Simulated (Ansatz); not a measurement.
# HfBe2Si2: from a guess to a relaxed structure

The task: take a trial cell of HfBe2Si2 to zero force and stress.

Computed with Ansatz 0.2.0 (DFT PBE, scalar-relativistic, plane waves, PAW, unless a step's input says otherwise).

### 1 The starting structure

Symmetry: Fmmm, No. 69, orthorhombic system. Conventional cell: a = 4.619 Å, b = 4.642 Å, c = 11.146 Å, α = 90.00°, β = 90.00°, γ = 90.00°. Hf (site symmetry mmm) is surrounded by 8 Si at 2.81 Å. Around Be (site symmetry 222) lie 4 Si at 2.03 Å and 4 Be at 2.31 to 2.32 Å. Si (site symmetry mm2) is surrounded by 4 Be at 2.03 Å and 4 Hf at 2.81 Å.

Structure file:

```cif
data_structure
_symmetry_space_group_name_H-M 'Fmmm'
_symmetry_Int_Tables_number 69
_cell_length_a 4.6193
_cell_length_b 4.6422
_cell_length_c 11.1463
_cell_angle_alpha 90.000
_cell_angle_beta 90.000
_cell_angle_gamma 90.000
_cell_volume 239.02
loop_
_atom_site_label
_atom_site_type_symbol
_atom_site_symmetry_multiplicity
_atom_site_Wyckoff_symbol
_atom_site_fract_x
_atom_site_fract_y
_atom_site_fract_z
_atom_site_occupancy
Hf1 Hf 4 b 0.50000 0.00000 0.00000 1
Be1 Be 8 f 0.75000 0.75000 0.25000 1
Si1 Si 8 i 0.00000 0.00000 0.14280 1
```

The cell is invented: species swapped into a database cell of KCu2Se2 (Fmmm, No. 69), with Hf on the K sites, Be on the Cu sites and Si on the Se sites. The dimensions are guesses.

### 2 A first look at the guess

Contents of input.yaml:

```yaml
crystal:
  lattice:
    - [0.0, 2.32110084, 5.57317443]
    - [2.30966268, 0.0, 5.57317443]
    - [2.30966268, 2.32110084, 0.0]
  atoms:
    - { symbol: Hf, position: [0.5, 0.5, 0.5] }
    - { symbol: Be, position: [0.25, 0.25, 0.25] }
    - { symbol: Be, position: [0.75, 0.75, 0.75] }
    - { symbol: Si, position: [0.1428, 0.1428, 0.8572] }
    - { symbol: Si, position: [0.8572, 0.8572, 0.1428] }
basis:
  ecutwfc: 420
kpoints:
  mp_grid: { grid: [6, 6, 6] }
hamiltonian:
  xc: pbe
scf:
  occupations: { method: gaussian, width: 0.1 }
  lower_state_search: "off"
output:
  forces: true
  stress: true
  eigenvalues: true
```

Launch:

```bash
ansatz run input.yaml --threads 1 --pin off --max-ram 2560MiB --backend cpu --events-out ev --progress --plain --runs-dir out
```

Further runs follow: rough relaxation on the coarse mesh; relaxation on the finer mesh.

Q: Predict the outcome of this session. Wanted: conventional cell; volume; energy over the elements; gap on the mesh.

**Answer**, as computed:

| quantity | value |
| --- | --- |
| symmetry at the end (tolerance 0.05 Å) | space group I4/mmm (No. 139) |
| conventional cell | a = 3.650 Å, b = 3.650 Å, c = 10.086 Å, α = 90.00°, β = 90.00°, γ = 90.00° |
| volume | 13.43 Å³/atom |
| energy over the elements | -0.10 eV/atom |
| gap on the mesh | none (metal) |

What this shows: The symmetry goes from space group Fmmm (No. 69) to space group I4/mmm (No. 139), and the volume per atom grows by 12.4 % from the first guess. It lies below the elements, which doesn't yet make it stable: competing phases were not computed in this session. No finished test with a distortion of lower symmetry is shown, so the end may be a saddle point. Spin-orbit coupling is left out for Hf.
